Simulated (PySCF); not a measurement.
# Yb⁵⁰⁺, Yb⁵¹⁺: ionisation energy in even-tempered 16s10p7d4f3g, part 2 of 2

Wanted: the ionisation energy of ytterbium, up a ladder of methods.

PySCF 2.14.0; even-tempered 16s10p7d4f3g, the non-relativistic Hamiltonian (point nucleus). The scripts are equivalent inputs of a driver's runs. Earlier steps stand in the parts before.

## (3) Yb⁵¹⁺: the ladder of methods

#### UHF

The input, input.py:

```python
from pyscf import gto, scf, dft, mp, cc
mol = gto.M(atom="Yb 0 0 0", charge=51, spin=1, symmetry="D2h",
            basis=gto.etbs([(0, 16, 12, 2.5), (1, 10, 15, 2.5), (2, 7, 15, 2.5), (3, 4, 53, 2.7), (4, 3, 80, 2.7)]))
mf = scf.UHF(mol)
mf.irrep_nelec = {'Ag': (3, 3), 'B1g': (1, 0), 'B1u': (2, 2), 'B2u': (2, 2), 'B3u': (2, 2)}
mf.kernel()
```

Log:

```text
damping factor = 0
level_shift factor = 0
DIIS = <class 'pyscf.scf.diis.CDIIS'>
diis_start_cycle = 1
diis_space = 10
diis_damp = 0
SCF conv_tol = 1e-09
SCF conv_tol_grad = None
number electrons alpha = 10  beta = 9
cycle= 1 E= -10942.9747908732  delta_E= -0.00945  |g|= 0.0643  |ddm|= 0.0202
cycle= 2 E= -10942.9749487293  delta_E= -0.000158  |g|= 0.0128  |ddm|= 0.00397
cycle= 3 E= -10942.974957754  delta_E= -9.02e-06  |g|= 0.00118  |ddm|= 0.00114
cycle= 4 E= -10942.9749578332  delta_E= -7.93e-08  |g|= 7e-05  |ddm|= 0.000114
cycle= 5 E= -10942.9749578335  delta_E= -2.55e-10  |g|= 1.16e-06  |ddm|= 6.27e-06
converged SCF energy = -10942.9749578335  <S^2> = 0.75029804  2S+1 = 2.000298
```

It used 6.6 s of CPU time after the integrals (shared host).

Orbital energies by shell (radii are means over both spins):

```csv
shell,electrons,mean orbital energy (eV),spread (eV),rms radius (bohr)
1s α,1,-60681.4,0,0.0250
1s β,1,-60681.2,0,0.0250
2s α,1,-12714.9,0,0.0981
2s β,1,-12704.6,0,0.0981
2p α,3,-12313.8,2.426,0.0844
2p β,3,-12304.1,9.208,0.0844
3s α,1,-4985.0,0,0.233
3s β,1,-4976.4,0,0.233
3p α,3,-4815.1,4.162,0.223
3p β,3,-4803.3,10.763,0.223
3d α,1,-4583.9,0,0.192
```

⟨S²⟩ = 0.750, ⟨L²⟩ = 6.00.

Spin-orbit constants on these orbitals (cm⁻¹; bare nucleus, screened nucleus, mean field): 3d 210300, 180200, 180000. To first order in LS coupling the lowest level has J = 3/2 and lies 33.5 eV below the centre of the term.

A non-relativistic calculation at this Z misses sizeable relativistic shifts. Spin-orbit coupling, absent here, splits the open shell strongly.

#### LDA

Changes to input.py:

```diff
@@ -3,3 +3,3 @@
             basis=gto.etbs([(0, 16, 12, 2.5), (1, 10, 15, 2.5), (2, 7, 15, 2.5), (3, 4, 53, 2.7), (4, 3, 80, 2.7)]))
-mf = scf.UHF(mol)
+mf = dft.UKS(mol, xc="LDA,VWN")
 mf.irrep_nelec = {'Ag': (3, 3), 'B1g': (1, 0), 'B1u': (2, 2), 'B2u': (2, 2), 'B3u': (2, 2)}
```

Log:

```text
damping factor = 0
level_shift factor = 0
DIIS = <class 'pyscf.scf.diis.CDIIS'>
diis_start_cycle = 1
diis_space = 10
diis_damp = 0
SCF conv_tol = 1e-09
SCF conv_tol_grad = None
number electrons alpha = 10  beta = 9
XC functionals = LDA,VWN
    P. A. M. Dirac.,  Math. Proc. Cambridge Philos. Soc. 26, 376 (1930)
    F. Bloch.,  Z. Phys. 57, 545 (1929)
    S. H. Vosko, L. Wilk, and M. Nusair.,  Can. J. Phys. 58, 1200 (1980)
cycle= 1 E= -10935.628543409  delta_E= -0.0237  |g|= 0.0724  |ddm|= 0.056
cycle= 2 E= -10935.6285842562  delta_E= -4.08e-05  |g|= 0.00491  |ddm|= 0.00241
cycle= 3 E= -10935.628584539  delta_E= -2.83e-07  |g|= 9.75e-05  |ddm|= 0.000192
cycle= 4 E= -10935.6285845391  delta_E= -1.22e-10  |g|= 1.86e-06  |ddm|= 4.23e-06
converged SCF energy = -10935.6285845391  <S^2> = 0.75007601  2S+1 = 2.000076
```

CPU time 0.42 s on a shared host, the integrals not counted.

#### PBE

The input, input.py:

```python
from pyscf import gto, scf, dft, mp, cc
mol = gto.M(atom="Yb 0 0 0", charge=51, spin=1, symmetry="D2h",
            basis=gto.etbs([(0, 16, 12, 2.5), (1, 10, 15, 2.5), (2, 7, 15, 2.5), (3, 4, 53, 2.7), (4, 3, 80, 2.7)]))
mf = dft.UKS(mol, xc="PBE")
mf.irrep_nelec = {'Ag': (3, 3), 'B1g': (1, 0), 'B1u': (2, 2), 'B2u': (2, 2), 'B3u': (2, 2)}
mf.kernel()
```

Log:

```text
damping factor = 0
level_shift factor = 0
DIIS = <class 'pyscf.scf.diis.CDIIS'>
diis_start_cycle = 1
diis_space = 10
diis_damp = 0
SCF conv_tol = 1e-09
SCF conv_tol_grad = None
number electrons alpha = 10  beta = 9
XC functionals = PBE
    J. P. Perdew, K. Burke, and M. Ernzerhof.,  Phys. Rev. Lett. 77, 3865 (1996)
    J. P. Perdew, K. Burke, and M. Ernzerhof.,  Phys. Rev. Lett. 78, 1396 (1997)
    J. P. Perdew, K. Burke, and M. Ernzerhof.,  Phys. Rev. Lett. 77, 3865 (1996)
    J. P. Perdew, K. Burke, and M. Ernzerhof.,  Phys. Rev. Lett. 78, 1396 (1997)
cycle= 1 E= -10943.4280251573  delta_E= -0.0158  |g|= 0.0505  |ddm|= 0.0429
cycle= 2 E= -10943.4280558016  delta_E= -3.06e-05  |g|= 0.00359  |ddm|= 0.00214
cycle= 3 E= -10943.4280559723  delta_E= -1.71e-07  |g|= 7.66e-05  |ddm|= 0.000148
cycle= 4 E= -10943.4280559724  delta_E= -9.28e-11  |g|= 2.94e-06  |ddm|= 3.32e-06
converged SCF energy = -10943.4280559724  <S^2> = 0.75010597  2S+1 = 2.000106
```

CPU time 0.6 s on a shared host, the integrals not counted.

#### PBE0

The input, input.py:

```python
from pyscf import gto, scf, dft, mp, cc
mol = gto.M(atom="Yb 0 0 0", charge=51, spin=1, symmetry="D2h",
            basis=gto.etbs([(0, 16, 12, 2.5), (1, 10, 15, 2.5), (2, 7, 15, 2.5), (3, 4, 53, 2.7), (4, 3, 80, 2.7)]))
mf = dft.UKS(mol, xc="PBE0")
mf.irrep_nelec = {'Ag': (3, 3), 'B1g': (1, 0), 'B1u': (2, 2), 'B2u': (2, 2), 'B3u': (2, 2)}
mf.kernel()
```

Log:

```text
damping factor = 0
level_shift factor = 0
DIIS = <class 'pyscf.scf.diis.CDIIS'>
diis_start_cycle = 1
diis_space = 10
diis_damp = 0
SCF conv_tol = 1e-09
SCF conv_tol_grad = None
number electrons alpha = 10  beta = 9
XC functionals = PBE0
    C. Adamo and V. Barone.,  J. Chem. Phys. 110, 6158 (1999)
    M. Ernzerhof and G. E. Scuseria.,  J. Chem. Phys. 110, 5029 (1999)
cycle= 1 E= -10943.5513503365  delta_E= -0.0119  |g|= 0.0421  |ddm|= 0.0342
cycle= 2 E= -10943.5513685201  delta_E= -1.82e-05  |g|= 0.00203  |ddm|= 0.00147
cycle= 3 E= -10943.5513686733  delta_E= -1.53e-07  |g|= 0.000209  |ddm|= 0.000148
cycle= 4 E= -10943.551368675  delta_E= -1.73e-09  |g|= 5.74e-06  |ddm|= 1.73e-05
cycle= 5 E= -10943.551368675  delta_E= -7.28e-12  |g|= 2.43e-07  |ddm|= 2.63e-07
converged SCF energy = -10943.551368675  <S^2> = 0.75014428  2S+1 = 2.0001443
```

CPU time 1.9 s on a shared host, the integrals not counted.

#### r2SCAN

The input, input.py:

```python
from pyscf import gto, scf, dft, mp, cc
mol = gto.M(atom="Yb 0 0 0", charge=51, spin=1, symmetry="D2h",
            basis=gto.etbs([(0, 16, 12, 2.5), (1, 10, 15, 2.5), (2, 7, 15, 2.5), (3, 4, 53, 2.7), (4, 3, 80, 2.7)]))
mf = dft.UKS(mol, xc="R2SCAN")
mf.irrep_nelec = {'Ag': (3, 3), 'B1g': (1, 0), 'B1u': (2, 2), 'B2u': (2, 2), 'B3u': (2, 2)}
mf.kernel()
```

Log:

```text
damping factor = 0
level_shift factor = 0
DIIS = <class 'pyscf.scf.diis.CDIIS'>
diis_start_cycle = 1
diis_space = 10
diis_damp = 0
SCF conv_tol = 1e-09
SCF conv_tol_grad = None
number electrons alpha = 10  beta = 9
XC functionals = R2SCAN
    J. W. Furness, A. D. Kaplan, J. Ning, J. P. Perdew, and J. Sun.,  J. Phys. Chem. Lett. 11, 8208-8215 (2020)
    J. W. Furness, A. D. Kaplan, J. Ning, J. P. Perdew, and J. Sun.,  J. Phys. Chem. Lett. 11, 9248-9248 (2020)
    J. W. Furness, A. D. Kaplan, J. Ning, J. P. Perdew, and J. Sun.,  J. Phys. Chem. Lett. 11, 8208-8215 (2020)
    J. W. Furness, A. D. Kaplan, J. Ning, J. P. Perdew, and J. Sun.,  J. Phys. Chem. Lett. 11, 9248-9248 (2020)
cycle= 1 E= -10943.9523702292  delta_E= -0.0123  |g|= 0.043  |ddm|= 0.0351
cycle= 2 E= -10943.9523885401  delta_E= -1.83e-05  |g|= 0.00231  |ddm|= 0.00151
cycle= 3 E= -10943.9523886077  delta_E= -6.76e-08  |g|= 0.000122  |ddm|= 9.19e-05
cycle= 4 E= -10943.952388608  delta_E= -2.55e-10  |g|= 2.06e-06  |ddm|= 5.9e-06
converged SCF energy = -10943.952388608  <S^2> = 0.75016576  2S+1 = 2.0001658
```

It used 1.3 s of CPU time after the integrals (shared host).

#### M06-L

The input, input.py:

```python
from pyscf import gto, scf, dft, mp, cc
mol = gto.M(atom="Yb 0 0 0", charge=51, spin=1, symmetry="D2h",
            basis=gto.etbs([(0, 16, 12, 2.5), (1, 10, 15, 2.5), (2, 7, 15, 2.5), (3, 4, 53, 2.7), (4, 3, 80, 2.7)]))
mf = dft.UKS(mol, xc="M06L")
mf.irrep_nelec = {'Ag': (3, 3), 'B1g': (1, 0), 'B1u': (2, 2), 'B2u': (2, 2), 'B3u': (2, 2)}
mf.kernel()
```

Log:

```text
damping factor = 0
level_shift factor = 0
DIIS = <class 'pyscf.scf.diis.CDIIS'>
diis_start_cycle = 1
diis_space = 10
diis_damp = 0
SCF conv_tol = 1e-09
SCF conv_tol_grad = None
number electrons alpha = 10  beta = 9
XC functionals = M06L
    Y. Zhao and D. G. Truhlar.,  J. Chem. Phys. 125, 194101 (2006)
    Y. Zhao and D. G. Truhlar.,  J. Chem. Phys. 125, 194101 (2006)
    Y. Zhao and D. G. Truhlar.,  Theor. Chem. Acc. 120, 215 (2008)
cycle= 1 E= -10943.6790849033  delta_E= -0.0136  |g|= 0.205  |ddm|= 0.0359
cycle= 2 E= -10943.6791040761  delta_E= -1.92e-05  |g|= 0.00358  |ddm|= 0.00155
cycle= 3 E= -10943.6791041499  delta_E= -7.37e-08  |g|= 0.000179  |ddm|= 0.000101
cycle= 4 E= -10943.6791041502  delta_E= -3.18e-10  |g|= 5.55e-06  |ddm|= 6.32e-06
converged SCF energy = -10943.6791041502  <S^2> = 0.75010298  2S+1 = 2.000103
```

CPU time 1.3 s on a shared host, the integrals not counted.

#### M06-2X

The input, input.py:

```python
from pyscf import gto, scf, dft, mp, cc
mol = gto.M(atom="Yb 0 0 0", charge=51, spin=1, symmetry="D2h",
            basis=gto.etbs([(0, 16, 12, 2.5), (1, 10, 15, 2.5), (2, 7, 15, 2.5), (3, 4, 53, 2.7), (4, 3, 80, 2.7)]))
mf = dft.UKS(mol, xc="M062X")
mf.irrep_nelec = {'Ag': (3, 3), 'B1g': (1, 0), 'B1u': (2, 2), 'B2u': (2, 2), 'B3u': (2, 2)}
mf.kernel()
```

Log:

```text
damping factor = 0
level_shift factor = 0
DIIS = <class 'pyscf.scf.diis.CDIIS'>
diis_start_cycle = 1
diis_space = 10
diis_damp = 0
SCF conv_tol = 1e-09
SCF conv_tol_grad = None
number electrons alpha = 10  beta = 9
XC functionals = M062X
    Y. Zhao and D. G. Truhlar.,  Theor. Chem. Acc. 120, 215 (2008)
    Y. Zhao and D. G. Truhlar.,  Theor. Chem. Acc. 120, 215 (2008)
cycle= 1 E= -10944.3703822221  delta_E= -0.021  |g|= 0.104  |ddm|= 0.0359
cycle= 2 E= -10944.370427795  delta_E= -4.56e-05  |g|= 0.00471  |ddm|= 0.00256
cycle= 3 E= -10944.3704286803  delta_E= -8.85e-07  |g|= 0.000639  |ddm|= 0.00034
cycle= 4 E= -10944.3704286998  delta_E= -1.95e-08  |g|= 5e-05  |ddm|= 5.49e-05
cycle= 5 E= -10944.3704286999  delta_E= -1.13e-10  |g|= 2.04e-06  |ddm|= 4.19e-06
converged SCF energy = -10944.3704286999  <S^2> = 0.75014418  2S+1 = 2.0001442
```

CPU time 2.7 s on a shared host, the integrals not counted.

#### MP2 (outer shells)

The input, input.py:

```python
from pyscf import gto, scf, dft, mp, cc
mol = gto.M(atom="Yb 0 0 0", charge=51, spin=1, symmetry="D2h",
            basis=gto.etbs([(0, 16, 12, 2.5), (1, 10, 15, 2.5), (2, 7, 15, 2.5), (3, 4, 53, 2.7), (4, 3, 80, 2.7)]))
mf = scf.UHF(mol)
mf.irrep_nelec = {'Ag': (3, 3), 'B1g': (1, 0), 'B1u': (2, 2), 'B2u': (2, 2), 'B3u': (2, 2)}
mf.kernel()
mp.UMP2(mf, frozen=5).kernel()
```

The driver printed no log here.

It used 0.99 s of CPU time after the integrals (shared host).

With 9 electrons correlated, the MP2 correlation energy is -0.54864 hartree (-0.14371 same spin, -0.40493 opposite spin); the SCS form gives -0.53382. Largest pairs of shells: 3p-3p -0.4080, 3p-3d -0.0567, 3s-3p -0.0550, 3s-3s -0.0169, 3s-3d -0.0120.

Radial density 4πr²ρ of Yb⁵¹⁺ at UHF:

```csv
r (bohr),density,spin density
0.000383,0.429,0.000
0.000645,1.17,0.000
0.00108,3.11,0.000
0.00182,7.94,0.000
0.00307,18.9,0.000
0.00516,39.9,0.000
0.00868,69.4,0.000
0.0146,89.2,0.001
0.0246,82.7,0.021
0.0413,93.4,0.235
0.0695,110,1.620
0.117,52.4,5.242
0.197,56.2,4.967
0.331,10.8,0.608
0.556,0.0955,0.004
```

## (4) How the shells move

Highest occupied Hartree-Fock shell of each state: Yb⁵⁰⁺ 3d α at -4462.6 eV; Yb⁵¹⁺ 3d α at -4583.9 eV.

## (5) The energy differences

Ionisation energy: Yb⁵⁰⁺ [Ar] 3d2 (3F) → Yb⁵¹⁺ [Ar] 3d1 (2D).

```csv
method,value (eV),less the reference (eV),"CPU time, both states (s)"
UHF,4460.3,-41.7,13
LDA,4458.5,-43.5,0.83
PBE,4459.6,-42.4,1.2
PBE0,4460.2,-41.8,3.5
r2SCAN,4462.2,-39.8,2.6
M06-L,4461.8,-40.2,2.6
M06-2X,4459.5,-42.5,5
MP2 (outer shells),4459.3,-42.7,15
SCS-MP2 (outer shells),4459.3,-42.7,15
```

Reference: 4502 ± 4 eV (theoretical estimate listed by NIST; NIST Atomic Spectra Database, ionization energies). Spin-orbit coupling is strong in these open shells (close to jj coupling). The scalar numbers leave it out, so it can dominate the gap to the real levels. The calculation is non-relativistic, so it cannot be held against the reference.

Times are CPU seconds on a shared host without the integrals; correlated rows include their Hartree-Fock run, whose time holds the symmetry-adapted start and any spin-orbit constants, while functionals begin from orbitals already made.

## (6) What came out

The summary covers parts 1 to 2.

```
                quantity                                                         value
ionisation energy, Yb⁵⁰⁺  UHF 4460.3, MP2 (outer shells) 4459.3 eV; reference 4502 ± 4
```

The methods span 3.757 eV, from LDA (4458.5) to r2SCAN (4462.2). The reference is uncertain or not like for like (spin-orbit coupling or other relativistic terms), so no ranking of close methods is drawn. The basis is finite, and no extrapolation was made.
